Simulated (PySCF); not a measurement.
# Solver options tried on VH6⁻

Do solver options change the result for VH6⁻, or only the number of cycles?

Computed with PySCF 2.14.0. Level: each script names its method and basis.

1 further run of the same task is left out (it didn't finish).

**1. Starting geometry**

VH6⁻: 7 atoms, charge -1, spin multiplicity 1.

Bond lengths: V1–H2 1.575 Å, V1–H3 1.661 Å, V1–H4 1.661 Å, V1–H5 1.661 Å, V1–H6 1.575 Å, V1–H7 1.575 Å. Angles: H2–V1–H3 124.1°, H2–V1–H4 72.3°, H2–V1–H5 124.2°, H2–V1–H6 64.4°, H2–V1–H7 64.4°, H3–V1–H4 108.7°, H3–V1–H5 108.7°, H3–V1–H6 124.1°, H3–V1–H7 72.2°, H4–V1–H5 108.7°, H4–V1–H6 124.2°, H4–V1–H7 124.1°, H5–V1–H6 72.3°, H5–V1–H7 124.2°, H6–V1–H7 64.4°.

**2. Base script**

File input.py:

```python
from pyscf import gto, scf

mol = gto.M(
    atom='V 0.0213 0.0191 -0.0218; H -0.0141 -0.653 1.4018; H 0.283 -0.8093 -1.438; H 1.4866 0.3018 0.7082; H -0.6849 1.4792 -0.3817; H -1.3642 0.079 0.7241; H -0.7624 -1.3438 0.0674',
    basis='x2c-svpall',
    charge=-1,
    spin=0,
    verbose=4,
)
mf = scf.UHF(mol)
mf = mf.sfx2c1e()
mf = mf.density_fit(auxbasis='def2-universal-jkfit')
mf.kernel()
mf.stability(internal=True, external=True)
mf.dip_moment()
print('orbital energies (hartree):', [e[max(0, n-3):n+3].round(4) for e, n in zip(mf.mo_energy, mol.nelec)])
```

Launch:

```console
$ OMP_NUM_THREADS=1 python input.py
```

The log of this run is left out.

It gives: E(SCF) = -951.210957 Eh, internal unstable; real -> complex stable; UHF/UKS -> GHF/GKS unstable.

The dipole of an ion depends on the origin. A lower solution of the same kind exists, so this energy is an upper bound.

**3. Level shift -0.2 hartree**

Variant 1 changes level shift: none → -0.2 hartree.

File input.py:

```python
from pyscf import gto, scf

mol = gto.M(
    atom='V 0.0213 0.0191 -0.0218; H -0.0141 -0.653 1.4018; H 0.283 -0.8093 -1.438; H 1.4866 0.3018 0.7082; H -0.6849 1.4792 -0.3817; H -1.3642 0.079 0.7241; H -0.7624 -1.3438 0.0674',
    basis='x2c-svpall',
    charge=-1,
    spin=0,
    verbose=4,
)
mf = scf.UHF(mol)
mf = mf.sfx2c1e()
mf = mf.density_fit(auxbasis='def2-universal-jkfit')
mf.level_shift = -0.2
mf.kernel()
mf.stability(internal=True, external=True)
mf.dip_moment()
print('orbital energies (hartree):', [e[max(0, n-3):n+3].round(4) for e, n in zip(mf.mo_energy, mol.nelec)])
```

Launch:

```console
$ OMP_NUM_THREADS=1 python input.py
```

**4. Initial guess sap**

Variant 2 changes initial guess: minao → sap.

Edit input.py of step 2 so:

```diff
@@ -12,2 +12,3 @@
 mf = mf.density_fit(auxbasis='def2-universal-jkfit')
+mf.init_guess = 'sap'
 mf.kernel()
```

What does the calculation give? Wanted: for each run, E(SCF); from base; gap; after the SCF.

The runs gave:

| run | E(SCF) (hartree) | from base (eV) | cycles | gap (eV) | after the SCF |
| --- | --- | --- | --- | --- | --- |
| base | -951.210957 | 0 | 20 | 11.48 | unstable: internal, UHF/UKS -> GHF/GKS |
| level shift -0.2 hartree | -951.210957 | 0.0000 | 26 | 11.48 | unstable: internal, UHF/UKS -> GHF/GKS |
| initial guess sap | -951.210957 | 0.0000 | 41 | 11.48 | unstable: internal, UHF/UKS -> GHF/GKS |

Distance from each run's final energy (log10 hartree) by cycle:

| run | cycle 1 | cycle 2 | cycle 3 | cycle 5 | cycle 8 | cycle 12 |
| --- | --- | --- | --- | --- | --- | --- |
| base | -1.2 | -1.1 | -2.2 | -3.4 | -4.9 | -6.3 |
| level shift -0.2 hartree | -1.2 | -0.9 | -1.3 | -2.4 | -4.1 | -5.1 |
| initial guess sap | 0.6 | 1.2 | -0.4 | -2.1 | -3.6 | -4.1 |

The SCF energy stays the same, to the digits that matter, with level shift -0.2 hartree or initial guess sap. The base needs 20 cycles and the run with initial guess sap needs 41.
